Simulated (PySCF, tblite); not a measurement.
# C5H7FOSi: geometry, infrared bands and NMR shifts

What infrared bands and NMR shifts should C5H7FOSi (`FC1=C[SiH2]OC=CC1`) show?

The runs use tblite 0.8.0 and PySCF 2.14.0, with density-fitted response routines of our own; the level of theory stands in each step. All values are computed, except where a source is named. Atoms are numbered from 0 throughout.

## (1) Starting geometry

15 atoms, charge 0, multiplicity 1; geometry from: force field or distance geometry start.

Bonds of the start (Å): F0–C1 1.35, C1–C2 1.35, C2–Si3 1.83, Si3–O4 1.67, O4–C5 1.38, C5–C6 1.33, C6–C7 1.50, C7–C1 1.51, C2–H8 1.08, Si3–H9 1.47, Si3–H10 1.49, C5–H11 1.08, C6–H12 1.09, C7–H13 1.09, C7–H14 1.11.

## (2) Geometry optimisation with GFN2-xTB

What the job is given:

```
{"job": {"kind": "relax", "xc": "GFN2-xTB", "basis": "xTB"}, "charge": 0, "multiplicity": 1}
F     -1.002900    -2.597100    -0.586500
C     -0.478400    -1.413300    -0.189900
C      0.857700    -1.282900    -0.358500
Si     1.871400     0.176500     0.065600
O      0.962200     1.446500     0.650000
C     -0.223100     1.777000     0.026900
C     -1.295200     0.991800    -0.099400
C     -1.417100    -0.411100     0.431000
H      1.407300    -2.096200    -0.813300
H      2.623100     0.604500    -1.121700
H      2.855300    -0.225400     1.108200
H     -0.206600     2.807100    -0.301000
H     -2.185100     1.403300    -0.566200
H     -1.324700    -0.425900     1.516600
H     -2.448300    -0.746800     0.216300
```

Command:

```bash
$ OMP_NUM_THREADS=1 python probes_run.py task.json out
```

One launch serves the whole session: the jobs run in the order shown.

**Question.** This job is followed by: GFN2-xTB harmonic vibrations, gas phase; GIAO PBE0/pcSseg-1 NMR shielding, non-relativistic, gas phase. What will the session give for the following? strongest single infrared mode (GFN2-xTB); zero-point energy (GFN2-xTB); ¹³C shifts against TMS (PBE0/pcSseg-1); ¹H shifts against TMS (PBE0/pcSseg-1, means over atoms taken as alike); ¹⁹F shifts against CFCl3 (PBE0/pcSseg-1); ²⁹Si shifts against TMS (PBE0/pcSseg-1); ¹⁷O shifts against H2O (PBE0/pcSseg-1); surface potential, 1st and 99th percentile.

**Answer**, as computed:

| quantity | value |
| --- | --- |
| strongest single infrared mode (GFN2-xTB) | 2230 cm⁻¹, 324 km/mol |
| zero-point energy (GFN2-xTB) | 65.8 kcal/mol |
| ¹³C shifts against TMS (PBE0/pcSseg-1) | 184.2, 152.5, 105.3, 94.8, 31.7 ppm |
| ¹H shifts against TMS (PBE0/pcSseg-1, means over atoms taken as alike) | 6.49, 5.54, 4.94, 4.87, 3.14 ppm |
| ¹⁹F shifts against CFCl3 (PBE0/pcSseg-1) | -34.6 ppm |
| ²⁹Si shifts against TMS (PBE0/pcSseg-1) | -29.3 ppm |
| ¹⁷O shifts against H2O (PBE0/pcSseg-1) | 103.3 ppm |
| surface potential, 1st and 99th percentile | -0.87 V and 1.09 V |

**Reading.** Over 94 steps the energy fell by 0.276 eV; of the close pairs, C2–Si3 changed most, 1.827 to 1.877 Å. No mode is imaginary among the 39: a minimum at this level. The strongest single mode, at 2230 cm⁻¹, moves mainly H10. Unscaled tight-binding wavenumbers are off by several per cent, some by more. Its intensities can rank the bands wrongly. At PBE0/pcSseg-1: The widest tensor belongs to O4: span 225 ppm, with a paramagnetic part of -164 ppm. At PBE0/pcSseg-1, counted by nearest atom on the grid, the HOMO lies on C6 33 %; C5 21 %, the LUMO on C1 31 %; C2 20 %.
